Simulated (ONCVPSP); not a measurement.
# Pseudopotential generation for O: ONCV, LDA (Perdew-Wang 92)

Task: generate the file, and judge it by its errors in other configurations, its logarithmic derivatives, its ghosts and its cutoff.

Program: ONCVPSP 4.0.1. Reference atom: LDA (Perdew-Wang 92), scalar-relativistic, spherical and spin-unpolarised. All values are calculated.

1 further run of the same task is left out (set aside as unsound or not needed).

## 1. Starting point

The settings as typed:

- element: oxygen (O, Z = 8)
- type: optimised norm-conserving Vanderbilt (ONCV)
- frozen core: [He]
- valence charge: 6
- reference configuration: 2s1.5 2p4.5
- partial waves: 2s: rc 0.60 bohr, ncon 4, nbas 9, qcut 10.2 1/bohr, 2 projectors, debl 3.1 Ha; 2p: rc 1.75 bohr, ncon 5, nbas 8, qcut 9.7 1/bohr, 2 projectors, debl 3 Ha; d scattering state at 0.38 Ha: rc 1.45 bohr, ncon 4, nbas 8, qcut 6 1/bohr, 2 projectors, debl 1.3 Ha
- local potential: polynomial inside 0.60 bohr (lpopt 5, dvloc0 4 Ha)
- core correction: Teter function, fcfact 3, rcfact 1.3

The nodes and maxima of the atom's own shells, from an earlier all-electron run, set the scale for the radii.

All-electron outer shells of the reference configuration (LDA (PZ), scalar-relativistic, ld1.x):

```
shell  level (eV)  outermost node (bohr)  outermost maximum (bohr)
   1s     -511.20                      –                      0.13
   2s      -23.99                   0.28                      0.88
   2p       -9.40                      –                      0.82
```

## 2. The generation run

O.dat

```
# ATOM AND REFERENCE CONFIGURATION
# atsym  z   nc   nv     iexc    psfile
  O 8.00    1    2  -001012      upf
#
#   n    l    f
    1    0    2.00
    2    0    1.50
    2    1    4.50
#
# PSEUDOPOTENTIAL AND OPTIMIZATION
# lmax
    2
#
#   l,   rc,      ep,       ncon, nbas, qcut
    0    0.60    0.00    4    9   10.20
    1    1.75    0.00    5    8    9.70
    2    1.45    0.38    4    8    6.00
#
# LOCAL POTENTIAL
# lloc, lpopt,  rc(5),   dvloc0
    4    5    0.60    4.00
#
# VANDERBILT-KLEINMAN-BYLANDER PROJECTORs
# l, nproj, debl
    0    2    3.10
    1    2    3.00
    2    2    1.30
#
# MODEL CORE CHARGE
# icmod, fcfact, rcfact
    3    3.00    1.30
#
# LOG DERIVATIVE ANALYSIS
# epsh1, epsh2, depsh
   -2.00    5.00    0.02
#
# OUTPUT GRID
# rlmax, drl
    6.00    0.01
#
# TEST CONFIGURATIONS
# ncnf
    4
# nvcnf
#   n    l    f
    2
    2    0    2.00
    2    1    4.00
#
    2
    2    0    2.00
    2    1    3.00
#
    2
    2    0    2.00
    2    1    2.00
#
    2
    2    0    0.00
    2    1    6.00
#
```

Started as:

```console
$ oncvpsp.x < O.dat > O.out
```

**Question.** What will these runs give? Wanted: cutoffs for 1 and 0.1 mHa per electron, occupied waves; bound ghosts; GHOST(+) flags; largest test error; largest phase difference near zero energy, channels read; rms error of d²Exc/dn², without and with the model core.

The runs gave:

| quantity | value |
| --- | --- |
| cutoffs for 1 and 0.1 mHa per electron, occupied waves | 140 Ha and 626 Ha |
| bound ghosts | s at -367.11 eV |
| GHOST(+) flags | none at low energy |
| largest test error (AE − PS) | +354 meV, for 2s2 2p2 |
| largest phase difference near zero energy, channels read | 0.000 rad |
| rms error of d²Exc/dn², without and with the model core | 2.58 and 1.76 mHa |

In words: A bound ghost (s) makes it unfit for use: electrons can fall into a state that the atom doesn't have. The worst unpolarised test, 2s2 2p2, is off by 354 meV on 43.0 eV; by total energies transferability rates as poor. By its cutoff, 140 Ha for the looser tolerance, it is very hard. The tighter tolerance needs 626 Ha, and converged work needs a cutoff nearer that. At the looser tolerance the 2s wave is the slowest; 2p needs 29 Ha. Near zero energy the phases of the channels with partial waves agree within 0.001 rad. These are tests on the free atom; a crystal test is still owed.
